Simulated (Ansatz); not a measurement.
**C₇H₉N: up Jacob's ladder to CCSD(T)**

One table from this session's results is given with a row withheld; the runs are named, their logs left out.

Method: functionals in def2-TZVPP, the program's frozen cores in correlated methods; program: Ansatz 0.2.0, Gaussian basis.

Plan: LDA (SPW92), PBE-D4, revPBE-D4, BLYP-D4, r2SCAN-D4, B97M-V, PBE0-D4, B3LYP-D4, r2SCANh-D4, r2SCAN0-D4, HSE06-D4, BHLYP-D4, CAM-B3LYP-D4, LC-ωPBE, ωB97X-V, ωB97M-V, B2PLYP, PBE-QIDH; CCSD(T)/def2-SVP; CCSD(T)/def2-TZVPP; MP2/def2-QZVPP; extrapolation to the limit; RPA on PBE.

**The relaxed structure**

All runs share one geometry, relaxed beforehand with PBE0-D4 in a triple-zeta def2 set.

SMILES `N#CC1C=CCCC1`, 17 atoms, charge 0, spin multiplicity 1.

Atoms are counted from 1 here; the program's logs count them from 0.

Bond lengths: N1–C2 1.150 Å, C2–C3 1.463 Å, C3–C4 1.509 Å, C3–C8 1.534 Å, C3–H9 1.096 Å, C4–C5 1.327 Å, C4–H10 1.085 Å, C5–C6 1.494 Å, C5–H11 1.086 Å, C6–C7 1.522 Å, C6–H12 1.095 Å, C6–H13 1.098 Å, C7–C8 1.519 Å, C7–H14 1.095 Å, C7–H15 1.092 Å, C8–H16 1.092 Å, C8–H17 1.095 Å. Angles: N1–C2–C3 179.2°, C2–C3–C4 110.1°, C2–C3–C8 111.0°, C2–C3–H9 106.1°, C4–C3–C8 111.6°, C4–C3–H9 108.7°, C8–C3–H9 109.1°, C3–C4–C5 122.7°, C3–C4–H10 116.7°, C5–C4–H10 120.6°, C4–C5–C6 124.2°, C4–C5–H11 118.6°, C6–C5–H11 117.2°, C5–C6–C7 112.3°, C5–C6–H12 109.2°, C5–C6–H13 108.9°, C7–C6–H12 110.4°, C7–C6–H13 110.4° and more.

Set-up of the first run:

Contents of in.yaml:

```yaml
crystal:
  periodic: [false, false, false]
  atoms:
    - {symbol: N, position_ang: [0.641059, -2.412398, 2.140252]}
    - {symbol: C, position_ang: [0.857104, -1.475487, 1.509129]}
    - {symbol: C, position_ang: [1.112342, -0.280065, 0.705982]}
    - {symbol: C, position_ang: [1.139446, -0.635964, -0.760448]}
    - {symbol: C, position_ang: [0.179248, -0.276396, -1.602501]}
    - {symbol: C, position_ang: [-1.053667, 0.467029, -1.201859]}
    - {symbol: C, position_ang: [-1.237916, 0.507455, 0.308110]}
    - {symbol: C, position_ang: [0.078216, 0.813016, 1.001637]}
    - {symbol: H, position_ang: [2.106006, 0.078061, 0.999941]}
    - {symbol: H, position_ang: [1.994273, -1.205542, -1.108825]}
    - {symbol: H, position_ang: [0.283770, -0.535588, -2.652330]}
    - {symbol: H, position_ang: [-1.924071, 0.006302, -1.679953]}
    - {symbol: H, position_ang: [-1.002699, 1.485906, -1.608903]}
    - {symbol: H, position_ang: [-1.609448, -0.461311, 0.658849]}
    - {symbol: H, position_ang: [-1.991009, 1.250769, 0.579627]}
    - {symbol: H, position_ang: [-0.055637, 0.914103, 2.080370]}
    - {symbol: H, position_ang: [0.482984, 1.760111, 0.630913]}
basis:
  gaussian: {orbitals: def2-TZVPP}
hamiltonian: {xc: lda}
output: {orbitals: {seedname: orbitals}}
```

Run with:

```
ansatz run in.yaml --threads 2 --pin off --events-out ev --progress --plain --max-ram 20480MiB --backend cuda --devices 0, --max-vram 18GiB
```

Among the steps run: LDA; PBE-D4 (GGA); revPBE-D4 (GGA); BLYP-D4 (GGA); r2SCAN-D4 (meta-GGA); B97M-V (meta-GGA); PBE0-D4 (hybrid); B3LYP-D4 (hybrid); r2SCANh-D4 (hybrid); r2SCAN0-D4 (hybrid); HSE06-D4 (hybrid); BHLYP-D4 (hybrid); CAM-B3LYP-D4 (range-separated); LC-ωPBE (range-separated); ωB97X-V (range-separated); ωB97M-V (range-separated); B2PLYP (double hybrid); PBE-QIDH (double hybrid).

One of the session's tables, all rows but one given; the rest of the session is left out.

It belongs to the step «Orbital energies across the functionals». 

```
  functional  HOMO (eV)  gap (eV)
 LDA (SPW92)      -6.68      5.28
      PBE-D4      -6.52      5.36
   revPBE-D4      -6.45      5.39
     BLYP-D4      -6.37      5.35
   r2SCAN-D4      -6.73      5.78
      B97M-V      -6.74      5.88
     PBE0-D4      -7.66      7.52
    B3LYP-D4      -7.44      7.07
  r2SCANh-D4      -7.16      6.59
  r2SCAN0-D4          ?         ?
    HSE06-D4      -7.26      6.74
    BHLYP-D4      -8.65      9.62
CAM-B3LYP-D4      -8.99     10.00
     LC-ωPBE     -10.39     12.58
     ωB97X-V     -10.00     12.09
     ωB97M-V      -9.90     11.82
```

Q: Estimate the row for r2SCAN0-D4 from the others.

Worked estimate for «HOMO (eV)». Against the share of exact exchange, r2SCAN-D4 (0, -6.73), r2SCANh-D4 (0.1, -7.16) give a slope of -4.30 per unit share; at 0.25 the line stands at -7.80.

As computed: HOMO (eV): -7.80; gap (eV): 7.78. In «HOMO (eV)» the line misses by 0.00.
